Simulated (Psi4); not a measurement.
**HF/3-21G run of SnCl2F2 (SMILES [F][Sn]([F])([Cl])[Cl])**

Aim: the vertical ionisation energy of SnCl2F2 at HF/3-21G, from 2 runs. 

Program for the calculation: Psi4 1.11.

1 further run of the same task is left out (set aside as unsound or not needed).

### Step 1. The system as given

SnCl2F2 has 5 atoms, charge 0, and is taken as a singlet. As SMILES, `[F][Sn]([F])([Cl])[Cl]`. Geometry: relaxed at PBE0-D4/def2-TZVP.

Bond lengths: F1–Sn2 1.887 Å, Sn2–F3 1.887 Å, Sn2–Cl4 2.271 Å, Sn2–Cl5 2.271 Å. Angles: F1–Sn2–F3 105.5°, F1–Sn2–Cl4 109.3°, F1–Sn2–Cl5 109.3°, F3–Sn2–Cl4 109.2°, F3–Sn2–Cl5 109.2°, Cl4–Sn2–Cl5 114.0°.

### Step 2. Energy and gradient at HF/3-21G

Input file cl2f2sn.dat:

```
memory 2200 mb

molecule {
  0 1
  F     -0.136000    -0.318500     1.871500
  Sn     0.031600    -0.036600     0.013600
  F      1.509000    -1.080200    -0.523100
  Cl    -1.837700    -0.793000    -1.030000
  Cl     0.483000     2.154700    -0.373400
  symmetry c1
  no_reorient
  no_com
}

set {
  puream true
  e_convergence 1e-09
  d_convergence 1e-08
  scf_type pk
}

e, wfn = gradient('hf/3-21G', return_wfn=True)
oeprop(wfn, 'QUADRUPOLE', 'LOWDIN_CHARGES', 'MULLIKEN_CHARGES')
print_variables()
```

The run is started by

```bash
$ psi4 -n 1 cl2f2sn.dat cl2f2sn.out
```

cl2f2sn.out, cut to the lines that bear on the results:

```text
[...]
  Running in c1 symmetry.
[...]
  Nuclear repulsion =  798.395699761639207
[...]
  Multiplicity = 1
[...]
  Nalpha       = 51
  Nbeta        = 51
[...]
    Number of basis functions: 75
[...]
   @RHF iter   1: -7108.75626284091595   -3.70064e+00   6.50836e-03 DIIS/ADIIS
[...]
   @RHF iter  10: -7108.85395640891147   -1.09139e-11   7.13589e-09 DIIS
[...]
    Orbital Energies [Eh]
    ---------------------
    Doubly Occupied:
       1A   -1035.052048     2A   -156.392647     3A   -145.538859
       4A   -145.538678     5A   -145.538578     6A   -104.153878
       7A   -104.153744     8A    -31.698751     9A    -27.074722
      10A    -27.073801    11A    -27.073239    12A    -26.153842
      13A    -26.153612    14A    -19.241878    15A    -19.241725
      16A    -19.241291    17A    -19.240787    18A    -19.240370
      19A    -10.548335    20A    -10.547894    21A     -8.011170
      22A     -8.011139    23A     -8.007251    24A     -8.007237
      25A     -8.007130    26A     -8.007091    27A     -5.710437
      28A     -4.098115    29A     -4.094282    30A     -4.091718
      31A     -1.632303    32A     -1.616943    33A     -1.587315
      34A     -1.576622    35A     -1.575211    36A     -1.527821
[...]
  @RHF Final Energy: -7108.85395640891147
   => Energetics <=
    Nuclear Repulsion Energy =            798.3956997616392073
    One-Electron Energy =              -11403.7432607902919699
    Two-Electron Energy =                3496.4936046197412907
    Total Energy =                      -7108.8539564089114720
[...]
  -Total Gradient:
     Atom            X                  Y                   Z
    ------   -----------------  -----------------  -----------------
       1       -0.002489512028    -0.001145258282     0.013940206156
       2       -0.030571529041     0.030940150134    -0.030754030180
       3        0.010927722238    -0.007373607615    -0.005521033142
       4        0.027731889258     0.009964293203     0.015880264311
       5       -0.005598570461    -0.032385577455     0.006454592854
[...]
 Multipole Moments:
 ------------------------------------------------------------------------------------
     Multipole            Electronic (a.u.)      Nuclear  (a.u.)        Total (a.u.)
 ------------------------------------------------------------------------------------
 L = 1.  Multiply by 2.5417464519 to convert [e a0] to [Debye]
 Dipole X            :         17.0957716          -17.1830907           -0.0873191
 Dipole Y            :        -16.4100514           16.4984429            0.0883915
 Dipole Z            :         20.7789941          -20.8667338           -0.0877397
 Magnitude           :                                                    0.1521050
 L = 2.  Multiply by 1.3450342976 to convert [e a0^2] to [Debye ang]
 Quadrupole XX       :       -343.4120315          293.1395554          -50.2724762
 Quadrupole XY       :       -100.9480294          100.4472515           -0.5007779
[...]
  Mulliken Charges: (a.u.)
   Center  Symbol    Alpha    Beta     Spin     Total
       1     F     4.75361  4.75361  0.00000 -0.50721
       2    SN    24.01561 24.01561  0.00000  1.96878
       3     F     4.75360  4.75360  0.00000 -0.50721
       4    CL     8.73859  8.73859  0.00000 -0.47718
       5    CL     8.73859  8.73859  0.00000 -0.47717
   Total alpha = 51.00000, Total beta = 51.00000, Total charge = -0.00000
  Lowdin Charges: (a.u.)
   Center  Symbol    Alpha    Beta     Spin     Total
       1     F     4.72046  4.72046  0.00000 -0.44091
[...]
```

It took 3.9 s on 1 thread of Intel Xeon 6975P-C (Granite Rapids), shared host; peak memory 0.24 GiB.

### Step 3. The doublet cation: a single-point energy at UHF/3-21G

Input file cl2f2sn.xyz:

```xyz
5
Cl2F2Sn
F     -0.136000    -0.318500     1.871500
Sn     0.031600    -0.036600     0.013600
F      1.509000    -1.080200    -0.523100
Cl    -1.837700    -0.793000    -1.030000
Cl     0.483000     2.154700    -0.373400
```

Input file run.py:

```python
import psi4

psi4.set_memory(2200000000)
psi4.set_num_threads(1)
psi4.core.set_output_file('psi4.out', False)

with open('cl2f2sn.xyz') as f:
    atoms = ''.join(f.readlines()[2:])
mol = psi4.geometry('1 2\n' + atoms + 'symmetry c1\nno_reorient\nno_com')

psi4.set_options({
    'basis': '3-21G',
    'reference': 'uhf',
    'puream': True,
    'e_convergence': 1e-09,
    'd_convergence': 1e-08,
    'scf_type': 'pk',
    'maxiter': 100,
})

e_tot, wfn = psi4.energy("hf", return_wfn=True)
psi4.oeprop(wfn, "DIPOLE", "WIBERG_LOWDIN_INDICES", "MULLIKEN_CHARGES", title="HF")
print(f'total energy {e_tot:.8f} hartree = {e_tot * 27.211386:.5f} eV')
```

The run is started by

```bash
$ python run.py
```

psi4.out, cut to the lines that bear on the results:

```text
[...]
  Running in c1 symmetry.
[...]
  Nuclear repulsion =  798.395699761639207
[...]
  Multiplicity = 2
[...]
  Nalpha       = 51
  Nbeta        = 50
[...]
    Number of basis functions: 75
[...]
   @UHF iter   1: -7108.22922854575791   -3.17361e+00   7.25036e-03 DIIS/ADIIS
[...]
   @UHF iter  21: -7108.38265573295575   -1.81899e-12   5.07656e-09 DIIS
[...]
   @S^2 Observed:                8.378524904E-01
[...]
  @UHF Final Energy: -7108.38265573295575
   => Energetics <=
    Nuclear Repulsion Energy =            798.3956997616392073
    One-Electron Energy =              -11380.6894522672446328
    Two-Electron Energy =                3473.9110967726501258
    Total Energy =                      -7108.3826557329557545
  UHF NO Occupations:
  HONO-2 :   49  A 1.9998416
  HONO-1 :   50  A 1.9556391
[...]
 Multipole Moments:
 ------------------------------------------------------------------------------------
     Multipole            Electronic (a.u.)      Nuclear  (a.u.)        Total (a.u.)
 ------------------------------------------------------------------------------------
 L = 1.  Multiply by 2.5417464519 to convert [e a0] to [Debye]
 Dipole X            :         16.1376670          -17.1830907           -1.0454237
 Dipole Y            :        -15.4488897           16.4984429            1.0495532
 Dipole Z            :         19.7776140          -20.8667338           -1.0891198
 Magnitude           :                                                    1.8386556
[...]
  Mulliken Charges: (a.u.)
   Center  Symbol    Alpha    Beta     Spin     Total
       1     F     4.72037  4.73366 -0.01329 -0.45402
       2    SN    23.93022 24.13794 -0.20772  1.93184
       3     F     4.72036  4.73365 -0.01329 -0.45401
       4    CL     8.81452  8.19741  0.61711 -0.01194
       5    CL     8.81453  8.19734  0.61719 -0.01187
   Total alpha = 51.00000, Total beta = 50.00000, Total charge =  1.00000
  Wiberg Bond Indices using Orthogonal Lowdin Orbitals:
  Total Bond Index:
[...]
```

Standard output:

```text
total energy -7108.38265573 hartree = -193428.94428 eV
```

Wall time 3.6 s (1 thread of Intel Xeon 6975P-C (Granite Rapids), shared host); peak memory 0.24 GiB.

### Step 4. Summary of results

At HF/3-21G:

```
                                          quantity           value
                     singlet SnCl2F2: total energy  -7108.85396 Eh
                    singlet SnCl2F2: dipole moment          0.39 D
                      singlet SnCl2F2: HOMO energy       -13.85 eV
                      singlet SnCl2F2: LUMO energy         0.36 eV
                    singlet SnCl2F2: HOMO–LUMO gap        14.21 eV
         singlet SnCl2F2: largest force on an atom      2.739 eV/Å
                      doublet cation: total energy  -7108.38266 Eh
doublet cation: HOMO energy (highest over α and β)       -17.96 eV
 doublet cation: LUMO energy (lowest over α and β)       -11.72 eV
                              doublet cation: ⟨S²⟩           0.838
vertical ionisation energy (to the doublet cation)       12.825 eV
```

The vertical ionisation energy comes to 12.82 eV (1237 kJ/mol). The largest force (singlet SnCl2F2) is 2.74 eV/Å: the shape isn't a stationary point for this species at this level. The negative HOMO energy of the first species, 13.85 eV, lies 1.03 eV above that difference. Relativity is left out (singlet SnCl2F2) although the molecule holds a heavy atom. Mulliken charges (doublet cation) run from -0.45 on F1 to +1.93 on Sn2. Relativity is left out (doublet cation) although the molecule holds a heavy atom.
